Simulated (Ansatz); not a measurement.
# C2H5Au: the cost of one run

Computed with Ansatz 0.2.0 (the levels named in each step, unless a step's input says otherwise).

### Step 1. The system as given

Bond lengths: C1–C2 1.360 Å, C1–Au3 2.170 Å, C2–Au3 2.170 Å, C1–H4 1.078 Å, C1–H5 1.079 Å, C2–H6 1.078 Å, C2–H7 1.078 Å, Au3–H8 1.455 Å. Angles (14 of 15 angles, heavy atoms first): C1–C2–Au3 71.7°, C2–C1–Au3 71.7°, C1–Au3–C2 36.5°, C1–C2–H6 121.1°, C1–C2–H7 121.0°, Au3–C2–H6 106.9°, Au3–C2–H7 106.9°, C2–C1–H4 121.1°, C2–C1–H5 121.2°, Au3–C1–H4 106.9°, Au3–C1–H5 106.8°, C1–Au3–H8 161.8°, C2–Au3–H8 161.7°, H6–C2–H7 115.5°.

Coordinates:

```xyz
8

C    -0.8293    0.6305   -1.6276
C     0.5161    0.5134   -1.7901
Au    0.0218   -0.0796    0.2379
H    -1.2847    1.5856   -1.4199
H    -1.5036   -0.1371   -1.9752
H     0.9463   -0.3499   -2.2722
H     1.1615    1.3731   -1.7165
H     0.1492   -0.5393    1.6124
```

### Step 2. A rough first relaxation, PBE-D4/def2-SVP

File input.yaml:

```yaml
crystal:
  periodic: [false, false, false]
  atoms:
    - { symbol: C, position_ang: [-0.82933, 0.63046, -1.62757] }
    - { symbol: C, position_ang: [0.51607, 0.51339, -1.79007] }
    - { symbol: Au, position_ang: [0.02181, -0.07964, 0.23794] }
    - { symbol: H, position_ang: [-1.28473, 1.58563, -1.41988] }
    - { symbol: H, position_ang: [-1.50358, -0.13711, -1.97516] }
    - { symbol: H, position_ang: [0.94632, -0.34993, -2.27219] }
    - { symbol: H, position_ang: [1.16151, 1.37312, -1.71646] }
    - { symbol: H, position_ang: [0.14918, -0.53934, 1.61237] }
magnetization:
  spin_polarized: true
  initial_magnetization: 1
total_charge: 1
basis:
  gaussian: { orbitals: def2-SVP }
hamiltonian:
  xc: pbe
  dispersion: d4
relax:
  f_tol: 0.03
  max_steps: 200
```

On the command line:

```
$ ansatz run input.yaml --threads 4 --pin off --max-ram 10240MiB --backend cpu --events-out ev --progress --plain --runs-dir out
```

Q: Estimate wall time and peak memory on 4 threads of Intel Xeon at 2.50GHz (Skylake/Cascade Lake), shared host.

About 14 s, with a peak of 0.18 GiB.
